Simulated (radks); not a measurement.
**A spherical quantum dot from 1 to 7 electrons**

Which level does each new electron take in a hard-walled sphere of radius 9.14 bohr*, with a point charge of +1 at the centre, and at which counts is the dot hardest to charge further? Each count tries a few candidate levels and keeps the lowest.

Method: non-relativistic spin-polarised Kohn-Sham, r2SCAN, spherically averaged shells; computed with radks, version 2.

## 1. The model

- well: a hard-walled sphere of radius 9.14 bohr*, with a point charge of +1 at the centre
- functional: r2SCAN
- levels: named by radial order: 1s, 1p, 1d, 2s, 1f and so on
- units: effective atomic units, hartree* and bohr*
- configuration carried in: none

After this run come: 1 electrons; N = 2; Electron number 3; Electron number 4; N = 5; 6 electrons; N = 7.

**Question.** What will these runs give? Wanted: closed shells at N; largest addition energy; most unpaired electrons; configuration at N = 7.

As calculated:

```
               quantity                                    value
     closed shells at N                                        2
largest addition energy  0.479 hartree* at N = 1 (of N = 1 to 6)
most unpaired electrons                               4 at N = 6
 configuration at N = 7    1s2 1p(up 3, down 1) 2s(up 1, down 0)
```

What this shows: Shells close at N = 2, but the largest second difference in range falls at N = 1. The largest moment in range is 4, first at N = 6: exchange favours parallel spins in open shells. Spherical averaging forbids deformation, and the greedy search can miss a lower configuration.
